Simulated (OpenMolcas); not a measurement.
# Ru⁴⁺ among point charges: CASSCF and CASPT2 levels and susceptibility

How does a field of 2 point charges split the states of Ru⁴⁺, and what χT follows?

Method: state-averaged CASSCF and CASPT2, spin-orbit coupling by RASSI with atomic mean-field integrals. Code: OpenMolcas 26.06.

### Step 1. What is computed

```
Species                           : Ru⁴⁺ (ruthenium, Z = 44, 40 electrons)
Basis                             : ANO-RCC-VDZP [6s5p3d1f], 43 functions
Scalar Hamiltonian                : DKH2, point nucleus
Inactive shells                   : 1s 2s 2p 3s 3p 3d 4s 4p
Active space                      : 4 electrons in 5 orbitals (4d)
Some configurations of this space : 4d⁴
Orbitals                          : optimised for each spin and parity, averaged over all roots
```

Outer shells as boxes (Hund's rule):

4d4
```
4d [↑ ][↑ ][↑ ][↑ ][  ]
```

The ion sits among 2 point charges of -1.2 e arranged as a linear pair (D∞h), 2.03 Å from the ion.

Each step is its own input file, run in one work folder so that later steps find the files of earlier ones. Labels, J, g values, rates, χT and fits are worked out afterwards by a script from the matrices that RASSI stores. The input lists half of the charges; inversion (Group=XYZ) makes the rest.

### Step 2. GATEWAY and SEWARD: basis and integrals

The input, a.inp:

```
&GATEWAY
Coord
1

Ru 0.0 0.0 0.0
Basis=ANO-RCC-VDZP
Group=XYZ
NoMove
AngMom=0.0 0.0 0.0
AMFI
XField
1 Angstrom 0
0.000000 0.000000 2.030000 -1.200000
&SEWARD
```

On the command line:

```bash
$ OMP_NUM_THREADS=1 MOLCAS_MEM=1689 MOLCAS_PROJECT=a pymolcas a.inp > a.log
```

### Step 3. CASSCF: quintets of even parity, 5 roots

The input, a.inp:

```
&RASSCF
FileOrb=start.orb
Symmetry=1
Spin=5
nActEl=4 0 0
Inactive=9 9
Ras2=5 0
CIRoot=5 5 1
SDav=5
CIMx=300
Iter=120 100
PrWF=0.3
OrbListing=Nothing
MaxOrb=0
>>> COPY $Project.JobIph JOB001
```

start.orb holds the contracted functions of the basis, ordered by shell, or the orbitals of the step before.

### Step 4. Reference wave functions, triplets of even parity, 45 roots

The input, a.inp:

```
&RASSCF
FileOrb=start.orb
Symmetry=1
Spin=3
nActEl=4 0 0
Inactive=9 9
Ras2=5 0
CIRoot=45 45 1
SDav=45
CIMx=300
Iter=120 100
PrWF=0.3
OrbListing=Nothing
MaxOrb=0
>>> COPY $Project.JobIph JOB002
```

### Step 5. CASSCF: singlets of even parity, 50 roots

The input, a.inp:

```
&RASSCF
FileOrb=start.orb
Symmetry=1
Spin=1
nActEl=4 0 0
Inactive=9 9
Ras2=5 0
CIRoot=50 50 1
SDav=50
CIMx=300
Iter=120 100
PrWF=0.3
OrbListing=Nothing
MaxOrb=0
>>> COPY $Project.JobIph JOB003
```

### Step 6. RASSI: spin-orbit coupling between the states

The input, a.inp:

```
&RASSI
NrOfJobIphs=3 5 45 50
1 2 3 4 5
1 2 3 4 5 6 7 8 9 10 11 12 13 14 15 16 17 18 19 20 21 22 23 24 25 26 27
28 29 30 31 32 33 34 35 36 37 38 39 40 41 42 43 44 45
1 2 3 4 5 6 7 8 9 10 11 12 13 14 15 16 17 18 19 20 21 22 23 24 25 26 27
28 29 30 31 32 33 34 35 36 37 38 39 40 41 42 43 44 45 46 47 48 49 50
IphNames
JOB001
JOB002
JOB003
EJob
SpinOrbit
DIPRint=1.0
SOCoupling=1000.0
Subsets=2
Property=9
'ANGMOM' 1 'ANGMOM' 2 'ANGMOM' 3 'MLTPL  1' 1 'MLTPL  1' 2 'MLTPL  1' 3
'AMFI' 1 'AMFI' 2 'AMFI' 3
SOProperty=3
'ANGMOM' 1 'ANGMOM' 2 'ANGMOM' 3
```

### Step 7. CASPT2: IPEA 0.25, imaginary shift 0.1 (closed shells correlated: 4s 4p)

The input, a.inp:

```
>>> COPY JOB001 $Project.JobIph
&CASPT2
Multistate=5 1 2 3 4 5
NoMult
Frozen=8 6
IPEA=0.25
Imaginary=0.1
MaxIter=60
WThr=0.0 0.3 0.05
PrWF=0.5
NoMix
>>> COPY JOB002 $Project.JobIph
&CASPT2
Multistate=45 1 2 3 4 5 6 7 8 9 10 11 12 13 14 15 16 17 18 19 20 21 22
23 24 25 26 27 28 29 30 31 32 33 34 35 36 37 38 39 40 41 42 43 44 45
NoMult
Frozen=8 6
IPEA=0.25
Imaginary=0.1
MaxIter=60
WThr=0.0 0.3 0.05
PrWF=0.5
NoMix
>>> COPY JOB003 $Project.JobIph
&CASPT2
Multistate=50 1 2 3 4 5 6 7 8 9 10 11 12 13 14 15 16 17 18 19 20 21 22
23 24 25 26 27 28 29 30 31 32 33 34 35 36 37 38 39 40 41 42 43 44 45 46
47 48 49 50
NoMult
Frozen=8 6
IPEA=0.25
Imaginary=0.1
MaxIter=60
WThr=0.0 0.3 0.05
PrWF=0.5
NoMix
```

(Steps that only read results are left out.)

Before running it: what results should come out? Wanted: spin-free ground state; first state of the same spin within the active space; lowest level; next level.

The runs gave:

```
                                            quantity                                                                        value
                                              method  SS-CASPT2, IPEA 0.25, imaginary shift 0.1 (closed shells correlated: 4s 4p)
                              spin-free ground state                                           5Sigma, 1-fold in its orbital part
first state of the same spin within the active space                                                             5Pi at 4350 cm⁻¹
                                        lowest level                                                                       1-fold
                                          next level                                                                   132.0 cm⁻¹
                                         χT at 300 K                                                               1.89 cm³ K/mol
                           effective moment at 300 K                                                                      3.89 μB
```

Cost by method:

```tsv
method	time of its own steps	time with the reference
A. CASSCF	22 s	22 s
B. SS-CASPT2, IPEA 0.25, imaginary shift 0.1, +4s 4p	6.7 s	29 s
```

Times are of one thread on a shared host.

The spin-free ground state (5Sigma) comes to 100 % from free-ion D terms and keeps the highest spin of the shell. χT at 300 K is 1.89, against 3.01 cm³ K/mol for the spin alone, so spin-orbit coupling lowers it. An active space of the d shell alone favours high spin; real ions in strong fields can be low spin. CASPT2 does not keep the components of a term degenerate, and the means are used. The field of point charges can differ much from that of real complexes. With metal d orbitals alone active, the gaps between spin states are rough; where two lie within a few thousand cm-1, their order is open. This is an electrostatic model: the charges have no orbitals.
